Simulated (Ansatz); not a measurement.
# ClH3NO2V: one species, many methods

One table from this session's results is given with a row withheld; the runs are named, their logs left out.

Method: functionals in def2-TZVPP, the program's frozen cores in correlated methods; program: Ansatz 0.2.0, Gaussian basis.

The runs, in order: LDA (SPW92), PBE-D4, revPBE-D4, BLYP-D4, r2SCAN-D4, B97M-V, PBE0-D4, B3LYP-D4, r2SCANh-D4, r2SCAN0-D4, HSE06-D4, BHLYP-D4, CAM-B3LYP-D4, LC-ωPBE, ωB97X-V, ωB97M-V, B2PLYP, PBE-QIDH; CCSD(T)/def2-SVP; CCSD(T)/def2-TZVPP; MP2/def2-QZVPP; extrapolation to the limit; RPA on PBE.

### Structure used throughout

All runs share one geometry, relaxed beforehand with PBE0-D4 in a triple-zeta def2 set.

8 atoms, charge 0, spin multiplicity 1.

Atoms are counted from 1 here; the program's logs count them from 0.

Bond lengths: N1–V2 1.808 Å, N1–H6 1.011 Å, N1–H7 1.009 Å, V2–O3 1.547 Å, V2–O4 1.765 Å, V2–Cl5 2.174 Å, O4–H8 0.962 Å. Angles: V2–N1–H6 123.6°, V2–N1–H7 124.3°, H6–N1–H7 112.1°, N1–V2–O3 105.7°, N1–V2–O4 112.6°, N1–V2–Cl5 108.5°, O3–V2–O4 108.7°, O3–V2–Cl5 112.2°, O4–V2–Cl5 109.2°, V2–O4–H8 120.5°.

As a file:

| atom | x (Å) | y (Å) | z (Å) |
| --- | --- | --- | --- |
| N1 | -0.7071 | 1.0660 | 0.1592 |
| V2 | 0.6027 | -0.1762 | 0.0648 |
| O3 | 1.5787 | 0.1568 | 1.2181 |
| O4 | -0.0020 | -1.8189 | 0.2917 |
| Cl5 | 1.5541 | -0.0273 | -1.8848 |
| H6 | -1.4935 | 1.0996 | -0.4755 |
| H7 | -0.7399 | 1.8068 | 0.8436 |
| H8 | -0.7008 | -2.1640 | -0.2729 |

Set-up of the first run:

in.yaml

```yaml
crystal:
  periodic: [false, false, false]
  atoms:
    - {symbol: N, position_ang: [-0.707096, 1.065961, 0.159155]}
    - {symbol: V, position_ang: [0.602748, -0.176166, 0.064827]}
    - {symbol: O, position_ang: [1.578705, 0.156797, 1.218104]}
    - {symbol: O, position_ang: [-0.002024, -1.818918, 0.291735]}
    - {symbol: Cl, position_ang: [1.554089, -0.027300, -1.884800]}
    - {symbol: H, position_ang: [-1.493511, 1.099644, -0.475482]}
    - {symbol: H, position_ang: [-0.739875, 1.806805, 0.843578]}
    - {symbol: H, position_ang: [-0.700836, -2.164024, -0.272918]}
basis:
  gaussian: {orbitals: def2-TZVPP}
hamiltonian: {xc: lda}
output: {orbitals: {seedname: orbitals}}
```

Steps of the session up to this table: LDA; PBE-D4 (GGA); revPBE-D4 (GGA); BLYP-D4 (GGA); r2SCAN-D4 (meta-GGA); B97M-V (meta-GGA); PBE0-D4 (hybrid); B3LYP-D4 (hybrid); r2SCANh-D4 (hybrid); r2SCAN0-D4 (hybrid); HSE06-D4 (hybrid); BHLYP-D4 (hybrid); CAM-B3LYP-D4 (range-separated); LC-ωPBE-D4 (range-separated; the results give it without D4); ωB97X-V (range-separated); ωB97M-V (range-separated); B2PLYP (double hybrid); PBE-QIDH (double hybrid).

One table of the session follows, with a row left open; its other results are not shown here.

It belongs to the step «Frontier levels by functional». 

| functional | HOMO (eV) | LUMO (eV) | gap (eV) |
| --- | --- | --- | --- |
| LDA (SPW92) | -7.24 | -3.91 | 3.33 |
| PBE-D4 | ? | ? | ? |
| revPBE-D4 | -6.97 | -3.59 | 3.39 |
| BLYP-D4 | -6.91 | -3.59 | 3.33 |
| r2SCAN-D4 | -7.37 | -3.69 | 3.68 |
| B97M-V | -7.43 | -3.69 | 3.73 |
| PBE0-D4 | -8.42 | -2.81 | 5.60 |
| B3LYP-D4 | -8.18 | -3.08 | 5.10 |
| r2SCANh-D4 | -7.88 | -3.35 | 4.53 |
| r2SCAN0-D4 | -8.65 | -2.82 | 5.84 |
| HSE06-D4 | -8.02 | -3.20 | 4.82 |
| BHLYP-D4 | -9.70 | -1.80 | 7.90 |
| CAM-B3LYP-D4 | -9.78 | -1.73 | 8.05 |
| LC-ωPBE | -11.13 | -0.59 | 10.54 |
| ωB97X-V | -10.76 | -0.61 | 10.15 |
| ωB97M-V | -10.65 | -0.60 | 10.05 |

Estimate the missing values for PBE-D4.

**Answer.** HOMO (eV): -7.04; LUMO (eV): -3.67; gap (eV): 3.37. In the column «HOMO (eV)» it lies between LDA (SPW92) (-7.24) and revPBE-D4 (-6.97).
